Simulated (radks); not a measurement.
# The Coulomb parameter U of the 5d shell of Ta

One table from this session's results is given with a row withheld; the runs are named, their logs left out.

The numbers are computed with radks (a radial shooting solver on a logarithmic mesh, Libxc functionals) version 1 (scalar-relativistic Kohn-Sham, r2SCAN, spin-unpolarised, spherical densities, finite nucleus), except any that are marked as measured or tabulated.

## Starting point

| Property | Result |
| --- | --- |
| element | tantalum (Z = 73) |
| charge | 0 |
| electrons | 73 |
| configuration | [Xe] 4f14 5d1 6s2 6p2 |
| nuclear rms radius | 5.3507 fm |

Outer shells as boxes (Hund's rule):

Ta
```
[Xe] core
4f [↑↓][↑↓][↑↓][↑↓][↑↓][↑↓][↑↓]
5d [↑ ][  ][  ][  ][  ]
6s [↑↓]
6p [↑ ][↑ ][  ]
```

The first run:

Input:

```text
Z 73
configuration [Xe] 4f14 5d1 6s2 6p2
relativity scalar-relativistic
functional r2scan,r2scan
spin unpolarised
nucleus finite rms 5.3507 fm
c 137.035999084
```

Steps of the session up to this table: Start: [Xe] 4f14 5d1 6s2 6p2.

One of the session's tables, all rows but one given; the rest of the session is left out.

It belongs to the step «Start: [Xe] 4f14 5d1 6s2 6p2». From the orbitals of this run (lengths in bohr):

```
level     <r>  outermost maximum (interpolated)  90 % within  nodes
   4p  0.4876                             0.450        0.708      2
   4d  0.5233                             0.462        0.785      1
   5s   1.096                             0.988         1.57      4
   5p   1.272                              1.12         1.85      3
   4f  0.6361                             0.443         1.06      0
   5d   1.949                              1.49         3.07      2
   6s       ?                                 ?            ?      ?
   6p   3.994                              3.35         5.94      4
```

Estimate the missing values for 6s.

As computed: <r>: 3.044; outermost maximum (interpolated): 2.63; 90 % within: 4.46; nodes: 5. In the column «<r>» it lies between 5d (1.949) and 6p (3.994).
